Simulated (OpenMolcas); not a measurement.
**Ru⁴⁺ among point charges: CASSCF and CASPT2 levels and susceptibility**

How does a field of 6 point charges split the states of Ru⁴⁺, and what χT follows?

Method: state-averaged CASSCF and CASPT2, spin-orbit coupling by RASSI with atomic mean-field integrals. Code: OpenMolcas 26.06.

## (1) The atom as given

- Species: Ru⁴⁺ (ruthenium, Z = 44, 40 electrons)
- Basis: ANO-RCC-VTZP [7s6p4d2f1g], 68 functions
- Scalar Hamiltonian: DKH2, point nucleus
- Inactive shells: 1s 2s 2p 3s 3p 3d 4s 4p
- Active space: 4 electrons in 5 orbitals (4d)
- Some configurations of this space: 4d4
- Orbitals: optimised for each spin and parity, averaged over all roots

Outer shells as boxes (Hund's rule):

4d4
```
4d [↑ ][↑ ][↑ ][↑ ][  ]
```

The ion sits among 6 point charges of -1.7 e arranged as a tetragonal octahedron (D4h), 2.07 Å from the ion, with the axial distance 2.173 Å.

Each step is its own input file, run in one work folder so that later steps find the files of earlier ones. Labels, J, g values, rates, χT and fits are worked out afterwards by a script from the matrices that RASSI stores. The input lists half of the charges; inversion (Group=XYZ) makes the rest.

## (2) GATEWAY and SEWARD: basis and integrals

a.inp

```
&GATEWAY
Coord
1

Ru 0.0 0.0 0.0
Basis=ANO-RCC-VTZP
Group=XYZ
NoMove
AngMom=0.0 0.0 0.0
AMFI
XField
3 Angstrom 0
2.070000 0.000000 0.000000 -1.700000
0.000000 2.070000 0.000000 -1.700000
0.000000 0.000000 2.173500 -1.700000
&SEWARD
```

## (3) CASSCF: quintets of even parity, 5 roots

a.inp

```
&RASSCF
FileOrb=start.orb
Symmetry=1
Spin=5
nActEl=4 0 0
Inactive=9 9
Ras2=5 0
CIRoot=5 5 1
SDav=5
CIMx=300
Iter=120 100
PrWF=0.3
OrbListing=Nothing
MaxOrb=0
>>> COPY $Project.JobIph JOB001
```

start.orb holds the contracted functions of the basis, ordered by shell, or the orbitals of the step before.

## (4) Reference wave functions, triplets of even parity, 45 roots

a.inp

```
&RASSCF
FileOrb=start.orb
Symmetry=1
Spin=3
nActEl=4 0 0
Inactive=9 9
Ras2=5 0
CIRoot=45 45 1
SDav=45
CIMx=300
Iter=120 100
PrWF=0.3
OrbListing=Nothing
MaxOrb=0
>>> COPY $Project.JobIph JOB002
```

## (5) Reference wave functions, singlets of even parity, 50 roots

a.inp

```
&RASSCF
FileOrb=start.orb
Symmetry=1
Spin=1
nActEl=4 0 0
Inactive=9 9
Ras2=5 0
CIRoot=50 50 1
SDav=50
CIMx=300
Iter=120 100
PrWF=0.3
OrbListing=Nothing
MaxOrb=0
>>> COPY $Project.JobIph JOB003
```

## (6) RASSI: spin-orbit coupling between the states

a.inp

```
&RASSI
NrOfJobIphs=3 5 45 50
1 2 3 4 5
1 2 3 4 5 6 7 8 9 10 11 12 13 14 15 16 17 18 19 20 21 22 23 24 25 26 27
28 29 30 31 32 33 34 35 36 37 38 39 40 41 42 43 44 45
1 2 3 4 5 6 7 8 9 10 11 12 13 14 15 16 17 18 19 20 21 22 23 24 25 26 27
28 29 30 31 32 33 34 35 36 37 38 39 40 41 42 43 44 45 46 47 48 49 50
IphNames
JOB001
JOB002
JOB003
EJob
SpinOrbit
DIPRint=1.0
SOCoupling=1000.0
Subsets=2
Property=9
'ANGMOM' 1 'ANGMOM' 2 'ANGMOM' 3 'MLTPL  1' 1 'MLTPL  1' 2 'MLTPL  1' 3
'AMFI' 1 'AMFI' 2 'AMFI' 3
SOProperty=3
'ANGMOM' 1 'ANGMOM' 2 'ANGMOM' 3
```

## (7) CASPT2: IPEA 0.25, imaginary shift 0.1 (closed shells correlated: 4s 4p)

a.inp

```
>>> COPY JOB001 $Project.JobIph
&CASPT2
Multistate=5 1 2 3 4 5
NoMult
Frozen=8 6
IPEA=0.25
Imaginary=0.1
MaxIter=60
WThr=0.0 0.3 0.05
PrWF=0.5
NoMix
>>> COPY JOB002 $Project.JobIph
&CASPT2
Multistate=45 1 2 3 4 5 6 7 8 9 10 11 12 13 14 15 16 17 18 19 20 21 22
23 24 25 26 27 28 29 30 31 32 33 34 35 36 37 38 39 40 41 42 43 44 45
NoMult
Frozen=8 6
IPEA=0.25
Imaginary=0.1
MaxIter=60
WThr=0.0 0.3 0.05
PrWF=0.5
NoMix
>>> COPY JOB003 $Project.JobIph
&CASPT2
Multistate=50 1 2 3 4 5 6 7 8 9 10 11 12 13 14 15 16 17 18 19 20 21 22
23 24 25 26 27 28 29 30 31 32 33 34 35 36 37 38 39 40 41 42 43 44 45 46
47 48 49 50
NoMult
Frozen=8 6
IPEA=0.25
Imaginary=0.1
MaxIter=60
WThr=0.0 0.3 0.05
PrWF=0.5
NoMix
```

(Steps that only read results are left out.)

What does the calculation give? Wanted: spin-free ground state; first state of the same spin within the active space; lowest level; next level.

The runs gave:

| quantity | value |
| --- | --- |
| method | SS-CASPT2, IPEA 0.25, imaginary shift 0.1 (closed shells correlated: 4s 4p) |
| spin-free ground state | 5B1, 1-fold in its orbital part |
| first state of the same spin within the active space | 5A1 at 2180 cm⁻¹ |
| lowest level | 1-fold A1 |
| next level | 41.0 cm⁻¹ |
| χT at 300 K | 2.03 cm³ K/mol |
| effective moment at 300 K | 4.03 μB |

Cost by method:

| method | time of its own steps | time with the reference |
| --- | --- | --- |
| A. CASSCF | 15 s | 15 s |
| B. SS-CASPT2, IPEA 0.25, imaginary shift 0.1, +4s 4p | 8.4 s | 23 s |

Times are of one thread on a shared host.

What this shows: The spin-free ground state (5B1) comes to 100 % from free-ion D terms and keeps the highest spin of the shell. χT at 300 K is 2.03, against 3.01 cm³ K/mol for the spin alone, so spin-orbit coupling lowers it. An active space of the d shell alone favours high spin; real ions in strong fields can be low spin. The field of point charges can differ much from that of real complexes. With metal d orbitals alone active, the gaps between spin states are rough; where two lie within a few thousand cm-1, their order is open. Point charges carry no covalency, so the field is a model and not that of real ligands.
